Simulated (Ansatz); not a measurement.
# CH8GeSi: small, medium and large basis sets

Aim: see how fast density functionals converge with the basis set for CH8GeSi.

Program: Ansatz 0.2.0, Gaussian basis. Level of theory: one geometry, several basis sets. These are calculated values, not measurements.

The runs, in order: PBE0-D4/def2-SVP; ωB97M-V/def2-SVP; PBE0-D4/def2-QZVPP; ωB97M-V/def2-QZVPP; the functionals' def2-TZVPP values are taken from earlier runs.

## 1. The relaxed structure

The geometry comes from an earlier relaxation with PBE0-D4 in a triple-zeta def2 set; it is a stationary point, not always the lowest conformer.

11 atoms, charge 0, spin multiplicity 1.

Atoms are counted from 1 here; the program's logs count them from 0.

Bond lengths: C1–Si2 1.875 Å, C1–H4 1.092 Å, C1–H5 1.092 Å, C1–H6 1.092 Å, Si2–Ge3 2.380 Å, Si2–H7 1.490 Å, Si2–H8 1.490 Å, Ge3–H9 1.540 Å, Ge3–H10 1.540 Å, Ge3–H11 1.538 Å. Angles: Si2–C1–H4 110.6°, Si2–C1–H5 110.8°, Si2–C1–H6 110.8°, H4–C1–H5 108.2°, H4–C1–H6 108.2°, H5–C1–H6 108.1°, C1–Si2–Ge3 111.3°, C1–Si2–H7 110.3°, C1–Si2–H8 110.3°, Ge3–Si2–H7 108.6°, Ge3–Si2–H8 108.6°, H7–Si2–H8 107.6°, Si2–Ge3–H9 110.8°, Si2–Ge3–H10 110.8°, Si2–Ge3–H11 111.6°, H9–Ge3–H10 107.5°, H9–Ge3–H11 107.9°, H10–Ge3–H11 107.9°.

## 2. PBE0-D4 in def2-SVP

Contents of in.yaml:

```yaml
crystal:
  periodic: [false, false, false]
  atoms:
    - {symbol: C, position_ang: [-1.051238, 1.323765, -0.427854]}
    - {symbol: Si, position_ang: [-0.498121, -0.463350, -0.556726]}
    - {symbol: Ge, position_ang: [1.383472, -0.888201, 0.836910]}
    - {symbol: H, position_ang: [-1.914197, 1.506940, -1.072070]}
    - {symbol: H, position_ang: [-0.249532, 2.000546, -0.731008]}
    - {symbol: H, position_ang: [-1.333353, 1.569239, 0.598215]}
    - {symbol: H, position_ang: [-0.132153, -0.790547, -1.963267]}
    - {symbol: H, position_ang: [-1.604265, -1.376688, -0.154769]}
    - {symbol: H, position_ang: [1.050661, -0.593705, 2.311662]}
    - {symbol: H, position_ang: [2.571649, 0.008376, 0.440991]}
    - {symbol: H, position_ang: [1.842277, -2.353373, 0.738418]}
basis:
  gaussian: {orbitals: def2-SVP}
hamiltonian: {xc: pbe0, dispersion: d4}
output: {orbitals: {seedname: orbitals}}
```

Started as:

```console
ansatz run in.yaml --threads 4 --pin off --events-out ev --progress --plain --max-ram 10444MiB
```

After this run come: ωB97M-V in def2-SVP; PBE0-D4 in def2-QZVPP; ωB97M-V in def2-QZVPP.

Before running them: what should the planned runs give, taken together? Wanted: PBE0-D4: double and triple zeta above quadruple; ωB97M-V: double and triple zeta above quadruple.

The runs gave:

| quantity | value |
| --- | --- |
| PBE0-D4: double and triple zeta above quadruple | 12.71, 1.56 eV |
| ωB97M-V: double and triple zeta above quadruple | 12.80, 1.52 eV |

For PBE0-D4 the step from double to triple zeta gains 11.15 eV and the next only 1.56 eV. Total energies overstate the basis error of differences, where much of it tends to cancel. The LUMO of ωB97M-V is positive and keeps falling with the basis (2.38 to 1.41 eV): an unbound level that the basis holds in place.
